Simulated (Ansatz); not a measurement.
Geometry optimisation, DFT PBE, scalar-relativistic, plane waves, PAW (Ansatz).

input.yaml

```yaml
crystal:
  lattice:
    - [8.1, 0.0, 0.0]
    - [0.0, 8.1, 0.0]
    - [0.0, 0.0, 8.1]
  atoms:
    - { symbol: Al, position: [0.5, 0.0, 0.0] }
    - { symbol: Al, position: [0.75, 0.25, 0.0] }
    - { symbol: Al, position: [0.75, 0.0, 0.25] }
    - { symbol: Al, position: [0.0, 0.0, 0.0] }
    - { symbol: Al, position: [0.25, 0.25, 0.0] }
    - { symbol: Al, position: [0.5, 0.5, 0.0] }
    - { symbol: Al, position: [0.75, 0.75, 0.0] }
    - { symbol: Al, position: [0.25, 0.0, 0.25] }
    - { symbol: Al, position: [0.5, 0.25, 0.25] }
    - { symbol: Al, position: [0.75, 0.5, 0.25] }
    - { symbol: Al, position: [0.5, 0.0, 0.5] }
    - { symbol: Al, position: [0.75, 0.25, 0.5] }
    - { symbol: Al, position: [0.75, 0.0, 0.75] }
    - { symbol: Al, position: [0.0, 0.5, 0.0] }
    - { symbol: Al, position: [0.25, 0.75, 0.0] }
    - { symbol: Al, position: [0.0, 0.25, 0.25] }
    - { symbol: Al, position: [0.25, 0.5, 0.25] }
    - { symbol: Al, position: [0.5, 0.75, 0.25] }
    - { symbol: Al, position: [0.0, 0.0, 0.5] }
    - { symbol: Al, position: [0.25, 0.25, 0.5] }
    - { symbol: Al, position: [0.5, 0.5, 0.5] }
    - { symbol: Al, position: [0.75, 0.75, 0.5] }
    - { symbol: Al, position: [0.25, 0.0, 0.75] }
    - { symbol: Al, position: [0.5, 0.25, 0.75] }
    - { symbol: Al, position: [0.75, 0.5, 0.75] }
    - { symbol: Al, position: [0.0, 0.75, 0.25] }
    - { symbol: Al, position: [0.0, 0.5, 0.5] }
    - { symbol: Al, position: [0.25, 0.75, 0.5] }
    - { symbol: Al, position: [0.0, 0.25, 0.75] }
    - { symbol: Al, position: [0.25, 0.5, 0.75] }
    - { symbol: Al, position: [0.5, 0.75, 0.75] }
    - { symbol: Al, position: [0.0, 0.75, 0.75] }
    - { symbol: H, position: [0.7485757, 0.0059801, 0.5013868] }
basis:
  ecutwfc: 420.0
kpoints:
  mp_grid: { grid: [3, 3, 3] }
hamiltonian:
  xc: pbe
  pseudopotentials: { kind: paw, azcp: { folder: soft_1 } }
scf:
  occupations: { method: gaussian, width: 0.05 }
  lower_state_search: "off"
relax:
  f_tol: 0.03
  max_steps: 60
  adjacent_minimum: "off"
```

Run as:

```bash
$ ansatz run input.yaml --threads 4 --pin off --max-ram 10240MiB --backend cpu --events-out ev --progress --plain --runs-dir out
```

Where does it end, and by what steps?

The forces met the threshold. Limits of this set-up: odd electron count without spin, a small cell, in which the defect meets its images. After 2 steps the energy has fallen by 0.055 eV; Al12 moved furthest, 0.05 Å.

```
step  energy less start (eV)  largest force component (eV/Å)  accepted
   0                  0.0000                           0.423       yes
   1                 -0.0532                           0.054       yes
   2                 -0.0546                           0.018       yes
```

```xyz
33
Lattice="8.1000 0.0000 0.0000 0.0000 8.1000 0.0000 0.0000 0.0000 8.1000" Properties=species:S:1:pos:R:3
Al 4.040 0.000 0.000
Al 6.075 2.035 0.000
Al 6.075 -0.001 1.978
Al 0.010 0.000 0.000
Al 2.025 2.032 0.000
Al 4.043 4.050 0.000
Al 6.075 6.064 0.000
Al 2.025 0.000 2.015
Al 4.053 2.023 2.028
Al 6.075 4.050 2.014
Al 4.002 -0.001 4.050
Al 6.075 2.075 4.050
Al 6.075 -0.001 6.123
Al 0.007 4.050 0.000
Al 2.025 6.068 0.000
Al -0.003 2.023 2.028
Al 2.025 4.050 2.018
Al 4.053 6.078 2.028
Al 0.047 -0.001 4.050
Al 2.025 2.035 4.050
Al 4.040 4.050 4.050
Al 6.075 6.030 4.050
Al 2.025 0.000 6.085
Al 4.053 2.023 6.072
Al 6.075 4.050 6.085
Al -0.003 6.078 2.028
Al 0.011 4.050 4.050
Al 2.025 6.064 4.050
Al -0.003 2.023 6.072
Al 2.025 4.050 6.082
Al 4.053 6.078 6.072
Al -0.003 6.078 6.072
H 6.065 0.044 4.060
```

Whether the end is a true minimum wasn't checked by a vibrational analysis.

Time of the run: 45 s on 4 threads of Arm Neoverse N1, with other jobs on the host, peak memory 1.3 GiB.
